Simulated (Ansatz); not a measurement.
**CuF: how the settings move a single-point run**

Question: which choices in the input matter for CuF? The cell is built on a prototype (NiAs type) and needn't be the phase found in nature.

Computed with Ansatz 0.2.0 (reference: DFT, PBE, plane waves, PAW, unless a step's input says otherwise).

## 1. The system as given

It takes space group P6_3/mmc (No. 194, hexagonal). The conventional cell has a = 2.763 Å, b = 2.763 Å, c = 6.402 Å, α = 90.00°, β = 90.00°, γ = 120.00°. Around Cu (site symmetry -3m) lie 6 F at 2.26 Å. Around F (site symmetry -6m2) lie 6 Cu at 2.26 Å.

As a file:

```
CELL_PARAMETERS angstrom
2.76254 0.00000 0.00000
-1.38127 2.39243 0.00000
0.00000 0.00000 6.40198
ATOMIC_POSITIONS crystal
Cu 0.00000 0.00000 0.00000
Cu 0.00000 0.00000 0.50000
F 0.33333 0.66667 0.25000
F 0.66667 0.33333 0.75000
```

## 2. Baseline

input.yaml reads:

```yaml
crystal:
  lattice:
    - [2.762536197, 0.0, 0.0]
    - [-1.3812680985, 2.3924265254, 0.0]
    - [0.0, 0.0, 6.4019833364]
  atoms:
    - { symbol: Cu, position: [0.0, 0.0, 0.0] }
    - { symbol: Cu, position: [0.0, 0.0, 0.5] }
    - { symbol: F, position: [0.3333333333, 0.6666666667, 0.25] }
    - { symbol: F, position: [0.6666666667, 0.3333333333, 0.75] }
kpoints:
  mp_grid: { grid: [9, 9, 4] }
hamiltonian:
  xc: pbe
scf:
  occupations: { method: fermi_dirac, width: 0.02 }
  n_extra_bands: 5
output:
  forces: true
  stress: true
  eigenvalues: true
```

Command:

```
$ ansatz run input.yaml --threads 4 --pin off --max-ram 3686MiB --backend cpu --events-out ev --progress --plain --runs-dir out
```

## 3. A run with other settings

input.yaml, as its differences from that of step 2:

```diff
@@ -17,2 +17,3 @@
   n_extra_bands: 5
+  max_iter: 64
 output:
@@ -21 +22,4 @@
   eigenvalues: true
+magnetization:
+  spin_polarized: true
+  initial_magnetization: 2.0
```

## 5. Changed: ecutwfc 300

input.yaml, as its differences from that of step 2:

```diff
@@ -21 +21,3 @@
   eigenvalues: true
+basis:
+  ecutwfc: 300
```

## 6. Changing settings: mp_grid.grid [4, 4, 4]

input.yaml, as its differences from that of step 2:

```diff
@@ -11,3 +11,3 @@
 kpoints:
-  mp_grid: { grid: [9, 9, 4] }
+  mp_grid: { grid: [4, 4, 4] }
 hamiltonian:
```

## 7. Changing settings: dispersion d3bj

input.yaml, as its differences from that of step 2:

```diff
@@ -14,2 +14,3 @@
   xc: pbe
+  dispersion: d3bj
 scf:
```

## 8. Changed: occupations.method cold, occupations.width 0.2

input.yaml, as its differences from that of step 2:

```diff
@@ -15,3 +15,3 @@
 scf:
-  occupations: { method: fermi_dirac, width: 0.02 }
+  occupations: { method: cold, width: 0.2 }
   n_extra_bands: 5
```

## 9. Variant: ecutwfc 350

input.yaml, as its differences from that of step 2:

```diff
@@ -21 +21,3 @@
   eigenvalues: true
+basis:
+  ecutwfc: 350
```

(Steps that only read results are left out.)

**Question.** What will these runs give? Wanted: for each run, ending; energy change; pressure; gap; force.

As calculated:

```tsv
run	ending	energy change	pressure (GPa)	gap (eV)	force (eV/Å)	cycles	time
reference	converged	0	6.3	0.00	0.00	7	0.74 s
1: spin_polarized true, initial_magnetization 2.0	converged	0.0 meV/atom	6.3	0.00	0.00	19	2.4 s
2: ecutwfc 300	converged	+456.2 meV/atom	5.5	0.00	0.00	8	0.66 s
3: mp_grid.grid [4, 4, 4]	converged	-3.6 meV/atom	6.3	0.00	0.00	7	0.46 s
4: dispersion d3bj	converged	-248.6 meV/atom (offset of the dispersion model)	2.4	0.00	0.00	7	0.84 s
5: occupations.method cold, occupations.width 0.2	converged	-0.1 meV/atom (σ→0)	6.0	0.00	0.00	7	0.71 s
6: ecutwfc 350	converged	+62.1 meV/atom	6.8	0.00	0.00	7	0.66 s
```

Residual by cycle in the longest SCF loop of each run; runs are numbered as in the table. The quantity is the density residual dr2, in eV.

```tsv
cycle	reference	run 1	run 2	run 3	run 4	run 5	run 6
1	0.019	48.7	0.127	0.0135	0.019	0.0227	0.0315
3	0.0132	1.24	0.0545	0.00751	0.0132	0.0142	0.0165
4	3.0e-4	0.205	0.0173	6.3e-5	3.0e-4	3.7e-4	0.00186
6	2.2e-7	0.0384	3.2e-6	2.1e-7	2.2e-7	2.1e-7	2.2e-6
8	-	0.016	3.0e-9	-	-	-	-
9	-	0.0224	-	-	-	-	-
11	-	2.5e-4	-	-	-	-	-
12	-	5.5e-5	-	-	-	-	-
14	-	1.5e-5	-	-	-	-	-
16	-	5.0e-7	-	-	-	-	-
17	-	1.5e-8	-	-	-	-	-
19	-	2.1e-11	-	-	-	-	-
```

What this shows: Runs 2 and 6 ran under the cutoff that the potentials recommend, as the log warns, so basis error is mixed into their values. Of the variants the dearest is «spin_polarized true, initial_magnetization 2.0» (2.4 s), the cheapest «mp_grid.grid [4, 4, 4]» (0.46 s), on a shared host.
